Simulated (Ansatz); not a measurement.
# ZnBH₂ radical (SMILES [BH][ZnH]): one structure at several levels

An exercise on one series of results from a longer session: the logs are not shown, and one member is left open.

The runs use Ansatz 0.2.0, Gaussian basis; single points in def2-TZVPP.

Cores are frozen in the correlated methods. The 3s and 3p shells of Cu and Zn are frozen; filled d shells are correlated. Orbitals are unrestricted.

### The system as given

SMILES `[BH][ZnH]`, 4 atoms, charge 0, spin multiplicity 2.

Atoms are counted from 1 here; the program's logs count them from 0.

Bond lengths: B1–Zn2 1.984 Å, B1–H3 1.160 Å, Zn2–H4 1.555 Å. Angles: Zn2–B1–H3 161.1°, B1–Zn2–H4 172.0°.

Coordinates:

```csv
atom,x (Å),y (Å),z (Å)
B1,0.2685,-0.7822,0.7207
Zn2,-0.2643,0.6635,-0.5296
H3,0.7503,-1.7536,1.1342
H4,-0.7928,1.8790,-1.3430
```

The first run:

Input file run/in.yaml:

```yaml
crystal:
  periodic: [false, false, false]
  atoms:
    - {symbol: B, position_ang: [0.268500, -0.782200, 0.720700]}
    - {symbol: Zn, position_ang: [-0.264300, 0.663500, -0.529600]}
    - {symbol: H, position_ang: [0.750300, -1.753600, 1.134200]}
    - {symbol: H, position_ang: [-0.792800, 1.879000, -1.343000]}
basis:
  gaussian: {orbitals: def2-TZVPP}
magnetization: {spin_polarized: true, initial_magnetization: 1}
correlation: {method: ccsd_t, frozen_orbitals: {B: 1, H: 0, Zn: 9}}
scf: {omitted_lower_state_checks: [cluster_reference]}
output: {forces: true}
```

The command line of these runs was not kept.

Steps of the session up to this table: CCSD(T)/def2-TZVPP; PBE0-D4/def2-TZVPP; wB97M-V/def2-TZVPP; r2SCAN-D4/def2-TZVPP; PBE-D4/def2-TZVPP; CAM-B3LYP-D4/def2-TZVPP; r2SCAN0-D4/def2-TZVPP.

One of the session's tables, all rows but one given; the rest of the session is left out.

| method | RMS force component (eV/Å) | angle to CCSD(T) forces (°) | dipole (D) |
| --- | --- | --- | --- |
| CCSD(T) | 0.313 | reference | 0.78 |
| PBE0-D4 | 0.306 | 11.0 | 0.84 |
| wB97M-V | 0.255 | 7.7 | 0.83 |
| r2SCAN-D4 | 0.325 | 18.9 | 0.85 |
| PBE-D4 | 0.354 | 22.9 | 0.86 |
| CAM-B3LYP-D4 | 0.273 | 10.4 | 0.83 |
| r2SCAN0-D4 | ? | ? | ? |

**Question.** Estimate the row for r2SCAN0-D4.

As computed: RMS force component (eV/Å): 0.287; angle to CCSD(T) forces (°): 6.8; dipole (D): 0.83. In the column «RMS force component (eV/Å)» it lies between CAM-B3LYP-D4 (0.273) and PBE0-D4 (0.306).
